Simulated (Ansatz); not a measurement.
# TiAgHg2: equation of state

The task here is to estimate one member of a computed series from the others.

Method: DFT PBEsol, scalar-relativistic, in Ansatz 0.2.0.

### The starting structure

It takes space group P4/mmm (No. 123, tetragonal). Conventional cell: a = 4.150 Å, b = 4.150 Å, c = 4.060 Å, α = 90.00°, β = 90.00°, γ = 90.00°. Ti (site symmetry 4/mmm) is surrounded by 8 Hg at 2.90 Å and 4 Ag at 2.93 Å. Around Ag (site symmetry 4/mmm) lie 8 Hg at 2.90 Å and 4 Ti at 2.93 Å. Hg (site symmetry mmm) is surrounded by 4 Ti at 2.90 Å and 4 Ag at 2.90 Å and 4 Hg at 2.93 Å.

Coordinates:

```cif
data_structure
_symmetry_space_group_name_H-M 'P 1'
_symmetry_Int_Tables_number 1
_cell_length_a 4.1500
_cell_length_b 4.1500
_cell_length_c 4.0600
_cell_angle_alpha 90.000
_cell_angle_beta 90.000
_cell_angle_gamma 90.000
_cell_volume 69.92
loop_
_atom_site_label
_atom_site_type_symbol
_atom_site_fract_x
_atom_site_fract_y
_atom_site_fract_z
_atom_site_occupancy
Ti1 Ti 0.50000 0.50000 0.00000 1
Ag1 Ag 0.00000 0.00000 0.00000 1
Hg1 Hg 0.00000 0.50000 0.50000 1
Hg2 Hg 0.50000 0.00000 0.50000 1
```

Atoms are numbered in the order of the input: Ti1, Ag2, Hg3, Hg4.

The first run:

input.yaml

```yaml
crystal:
  lattice:
    - [4.0652823512, 0.0, 0.0]
    - [0.0, 4.0652823512, 0.0]
    - [0.0, 0.0, 3.9771196014]
  atoms:
    - { symbol: Ti, position: [0.5, 0.5, 0.0] }
    - { symbol: Ag, position: [0.0, 0.0, 0.0] }
    - { symbol: Hg, position: [0.0, 0.5, 0.5] }
    - { symbol: Hg, position: [0.5, 0.0, 0.5] }
kpoints:
  mp_grid: { grid: [8, 8, 8] }
  band_path:
    path:
      - [0.0, 0.0, 0.0]
      - [0.0, 0.5, 0.0]
      - [0.5, 0.5, 0.0]
      - [0.0, 0.0, 0.0]
      - [0.0, 0.0, 0.5]
      - [0.0, 0.5, 0.5]
      - [0.5, 0.5, 0.5]
      - [0.0, 0.0, 0.5]
      - [0.0, 0.5, 0.0]
    npoints: 5
scf:
  occupations: { method: fermi_dirac, width: 0.03 }
hamiltonian:
  xc: pbesol
  pseudopotentials: { kind: all_electron, lapw: { basis_error: 0.001 } }
output:
  forces: true
  stress: true
  eigenvalues: true
```

The run is started by

```console
ansatz run input.yaml --threads 1 --pin off --max-ram 4096MiB --backend cpu --events-out ev --progress --plain --runs-dir out
```

Steps of the session up to this table: Volume × 0.94, LAPW; Volume × 0.94, PAW; Volume × 0.94, crystal datasets; Volume × 0.98, LAPW; Volume × 0.98, PAW; Volume × 0.98, crystal datasets; Volume × 1.01, LAPW; Volume × 1.01, PAW; Volume × 1.01, crystal datasets; Volume × 1.04, LAPW; Volume × 1.04, PAW; Volume × 1.04, crystal datasets.

One table of the session follows, with a row left open; its other results are not shown here.

```
          method  volume (Å³/atom)  pressure (GPa)
            LAPW            16.432           18.13
            LAPW            17.131           10.63
            LAPW            17.656            6.07
            LAPW            18.180            2.25
             PAW            16.432               ?
             PAW            17.131           10.64
             PAW            17.656            6.07
             PAW            18.180            2.25
crystal datasets            16.432           18.13
crystal datasets            17.131           10.63
crystal datasets            17.656            6.07
crystal datasets            18.180            2.25
```

Estimate the missing values for PAW, 16.432.

As computed: pressure (GPa): 18.14. In the column «pressure (GPa)» it is the highest.

To keep in mind: Warnings in the runs' records: gradients without spin orbit, crystal datasets made.
